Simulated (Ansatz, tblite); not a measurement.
# (HInSe)4 cubane (In4H4Se4): spin-state energies by level

Is the singlet the ground state of (HInSe)4 cubane (In4H4Se4)? Other spin states are computed and compared level by level.

Computed with Ansatz 0.2.0, Gaussian basis. Level: as each input shows.

Plan: triplet, at the geometry of the singlet (GFN1-xTB, GFN2-xTB, PBE0-D4/def2-TZVP, PBE-D4/def2-TZVP, r2SCAN-D4/def2-TZVP); the singlet's energies come from earlier runs.

1 further run of the same task is left out (set aside as unsound or not needed).

## 1. The geometry

The singlet was relaxed beforehand with PBE-D4/def2-SVP.

12 atoms, charge 0, spin multiplicity 1.

Bond lengths: In1–H2 1.729 Å, In1–Se3 2.703 Å, In1–Se6 2.703 Å, In1–Se9 2.703 Å, Se3–In4 2.703 Å, Se3–In10 2.703 Å, In4–H5 1.729 Å, In4–Se6 2.703 Å, In4–Se12 2.704 Å, Se6–In7 2.703 Å, In7–H8 1.729 Å, In7–Se9 2.703 Å, In7–Se12 2.703 Å, Se9–In10 2.703 Å, In10–H11 1.729 Å, In10–Se12 2.703 Å. Angles: H2–In1–Se3 120.2°, H2–In1–Se6 120.1°, H2–In1–Se9 120.2°, Se3–In1–Se6 97.0°, Se3–In1–Se9 97.0°, Se6–In1–Se9 97.0°, In1–Se3–In4 82.6°, In1–Se3–In10 82.6°, In4–Se3–In10 82.6°, Se3–In4–H5 120.2°, Se3–In4–Se6 97.0°, Se3–In4–Se12 97.0°, H5–In4–Se6 120.2°, H5–In4–Se12 120.1°, Se6–In4–Se12 97.0°, In1–Se6–In4 82.6°, In1–Se6–In7 82.6°, In4–Se6–In7 82.6° and more.

In takes a core potential in the def2 sets. No spin-orbit coupling is included.

## 2. Triplet at the fixed geometry, GFN1-xTB

Tight binding, by tblite at 300 K electronic temperature and without a spin-polarisation term:

```python
tblite.interface.Calculator('GFN1-xTB', numbers, positions, charge=0, uhf=2).singlepoint()
```

Energy -593.4622 eV; 0.026 s.

## 3. Triplet at the fixed geometry, GFN2-xTB

Tight binding, by tblite at 300 K electronic temperature and without a spin-polarisation term:

```python
tblite.interface.Calculator('GFN2-xTB', numbers, positions, charge=0, uhf=2).singlepoint()
```

Energy -537.2671 eV; 0.025 s.

## 4. Triplet at the fixed geometry, PBE0-D4/def2-TZVP

File in.yaml:

```yaml
crystal:
  periodic: [false, false, false]
  atoms:
    - {symbol: In, position_ang: [-0.415671, 0.611910, 2.055286]}
    - {symbol: H, position_ang: [-0.745075, 1.095573, 3.682212]}
    - {symbol: Se, position_ang: [1.198352, 2.113527, 0.491519]}
    - {symbol: In, position_ang: [2.148388, -0.306191, -0.248530]}
    - {symbol: H, position_ang: [3.848617, -0.548627, -0.447906]}
    - {symbol: Se, position_ang: [0.769089, -1.766632, 1.559510]}
    - {symbol: In, position_ang: [-1.055878, -1.862529, -0.432292]}
    - {symbol: H, position_ang: [-1.892324, -3.337008, -0.772253]}
    - {symbol: Se, position_ang: [-2.438087, 0.348150, 0.281372]}
    - {symbol: In, position_ang: [-0.676803, 1.556790, -1.374499]}
    - {symbol: H, position_ang: [-1.211187, 2.790149, -2.461962]}
    - {symbol: Se, position_ang: [0.470578, -0.695111, -2.332457]}
basis:
  gaussian: {orbitals: def2-TZVP, fitting: {mean_field: def2-universal-jkfit}}
magnetization: {spin_polarized: true, initial_magnetization: 2}
hamiltonian: {xc: pbe0, dispersion: d4}
scf: {omitted_lower_state_checks: [starts]}
output: {orbitals: {seedname: orbitals}}
```

Launch:

```sh
ansatz run in.yaml --threads 2 --pin off --events-out ev --progress --plain --max-ram 32768MiB --backend cuda --devices 0, --max-vram 18GiB
```

The program printed:

```text
Functional definition: PBE0
  name "PBE0"
  cite "Adamo & Barone, J. Chem. Phys. 110, 6158 (1999) doi:10.1063/1.478522"
  cite "Perdew, Burke & Ernzerhof, Phys. Rev. Lett. 77, 3865 (1996) doi:10.1103/PhysRevLett.77.3865"
  parent pbe
  parameter a = 0.25
  parameter kappa = 0.804
  parameter beta = 0.06672455060314922
  exchange = (1 - a)*pbe_x(kappa = kappa, mu = beta*pi^2/3) + a*exact_x
  correlation = pbe_c(beta = beta)
these checks for a lower state are left out or cut short: starts
2008 factors; integrals over basis functions are off by at most 6.1e-1 eV
mean field evaluation 1: about -282131.7428 eV, gradient 2.2e1 eV
mean field evaluation 2: about -282131.6185 eV, gradient 2.3e1 eV
mean field evaluation 4: about -282133.9187 eV, gradient 5.9e0 eV
mean field evaluation 8: about -282134.1869 eV, gradient 4.1e-1 eV
mean field evaluation 16: about -282134.5464 eV, gradient 7.0e-2 eV
mean field evaluation 32: about -282134.5464 eV, gradient 2.6e-5 eV
mean field -282134.54638827 eV, -10368.2533421050 hartree, gradient 6.8e-6 eV, S^2 2.009619; 0 other end points of the search recorded, 0 dependent functions left out
reference -282134.54645630 eV, -10368.2533446047 hartree; 113, 111 occupied and 303, 305 virtual orbitals, 2008 factors
Total energy: -282135.36415899 eV, -10368.2833946246 hartree
Checks for a lower state left out: starts
```

Wall time 18 s (1 × H100 (card shared with other runs) with 2 threads of AMD EPYC 7R13, shared host); peak host memory 0.96 GiB.

Report: HOMO -3.06 eV, LUMO -6.02 eV (over both spins; with the spin held, an empty level of the minority spin lies below the top filled one); ⟨S²⟩ 2.010 (pure: 2.00).

## 5. Triplet at the fixed geometry, PBE-D4/def2-TZVP

start.molden holds the orbitals of an earlier run on this state, given as this run's starting guess.

in.yaml, as its differences from that of step 4:

```diff
@@ -16,5 +16,5 @@
 basis:
-  gaussian: {orbitals: def2-TZVP, fitting: {mean_field: def2-universal-jkfit}}
+  gaussian: {orbitals: def2-TZVP, fitting: {mean_field: def2-universal-jkfit}, initial_orbitals: start.molden}
 magnetization: {spin_polarized: true, initial_magnetization: 2}
-hamiltonian: {xc: pbe0, dispersion: d4}
+hamiltonian: {xc: pbe, dispersion: d4}
 scf: {omitted_lower_state_checks: [starts]}
```

Same command.

The program printed:

```text
Functional definition: PBE
  name "PBE"
  cite "Perdew, Burke & Ernzerhof, Phys. Rev. Lett. 77, 3865 (1996) doi:10.1103/PhysRevLett.77.3865"
  parent pbe
  parameter kappa = 0.804
  parameter beta = 0.06672455060314922
  exchange = pbe_x(kappa = kappa, mu = beta*pi^2/3)
  correlation = pbe_c(beta = beta)
these checks for a lower state are left out or cut short: starts
2008 factors; integrals over basis functions are off by at most 6.1e-1 eV
mean field evaluation 1: about -282126.1425 eV, gradient 1.3e1 eV
mean field evaluation 2: about -282126.4987 eV, gradient 5.1e-1 eV
mean field evaluation 4: about -282126.5108 eV, gradient 1.3e-1 eV
mean field evaluation 8: about -282126.5748 eV, gradient 6.5e-1 eV
mean field evaluation 16: about -282126.5786 eV, gradient 6.5e-5 eV
mean field -282126.57856641 eV, -10367.9605300522 hartree, gradient 1.6e-6 eV, S^2 2.002598; 0 other end points of the search recorded, 0 dependent functions left out
reference -282126.57866056 eV, -10367.9605335123 hartree; 113, 111 occupied and 303, 305 virtual orbitals, 2008 factors
Total energy: -282127.50118545 eV, -10367.9944356764 hartree
Checks for a lower state left out: starts
```

Run time: 12 s. Hardware: 1 × H100 (card shared with other runs) with 2 threads of AMD EPYC 7R13, shared host; peak host memory 0.92 GiB.

Report: HOMO -2.65 eV, LUMO -6.31 eV (over both spins; with the spin held, an empty level of the minority spin lies below the top filled one); ⟨S²⟩ 2.003 (pure: 2.00).

## 6. Triplet at the fixed geometry, r2SCAN-D4/def2-TZVP

in.yaml, as its differences from that of step 5:

```diff
@@ -18,3 +18,3 @@
 magnetization: {spin_polarized: true, initial_magnetization: 2}
-hamiltonian: {xc: pbe, dispersion: d4}
+hamiltonian: {xc: r2scan, dispersion: d4}
 scf: {omitted_lower_state_checks: [starts]}
```

The command is unchanged.

The program printed (excerpt; [...] marks lines left out):

```text
Functional definition: r2SCAN
  name "r2SCAN"
  cite "Furness, Kaplan, Ning, Perdew & Sun, J. Phys. Chem. Lett. 11, 8208 (2020) doi:10.1021/acs.jpclett.0c02405"
  cite "Furness, Kaplan, Ning, Perdew & Sun, J. Phys. Chem. Lett. 11, 9248 (2020) doi:10.1021/acs.jpclett.0c03077"
  parent r2scan
[...]
2008 factors; integrals over basis functions are off by at most 6.1e-1 eV
[...]
mean field -282172.45262770 eV, -10369.6463707101 hartree, gradient 5.6e-6 eV, S^2 2.009525; 0 other end points of the search recorded, 0 dependent functions left out
reference -282172.45267065 eV, -10369.6463722885 hartree; 113, 111 occupied and 303, 305 virtual orbitals, 2008 factors
Total energy: -282172.64915753 eV, -10369.6535930480 hartree
Checks for a lower state left out: starts
```

It took 17 s on 1 × H100 (card shared with other runs) with 2 threads of AMD EPYC 7R13, shared host; peak host memory 1.1 GiB.

From the report: HOMO -2.61 eV, LUMO -6.45 eV (over both spins; with the spin held, an empty level of the minority spin lies below the top filled one); ⟨S²⟩ 2.010 (pure: 2.00).

## 7. Triplet less singlet, vertical

The singlet's energies are those of its earlier runs, whose logs aren't repeated here.

```
              level  triplet less singlet, vertical (eV)     time
           GFN1-xTB                               +3.813  0.049 s
           GFN2-xTB                               +2.815  0.046 s
   PBE-D4/def2-TZVP                               +3.734     15 s
r2SCAN-D4/def2-TZVP                               +4.067     20 s
  PBE0-D4/def2-TZVP                               +4.294     27 s
```

Times add the two runs; a level without a time comes out of a correlated run. Tight binding without a spin term can't rank spin states.

## 8. Results

| quantity | value |
| --- | --- |
| triplet less singlet, vertical, functionals in def2-TZVP | +3.734 (PBE-D4) to +4.294 eV (PBE0-D4) |

All functionals put the triplet above the singlet, over a spread of 0.560 eV. The checks for a lower triplet were left out, so another state of that spin may lie lower. These are electronic energies, without zero-point motion, entropy or surroundings.
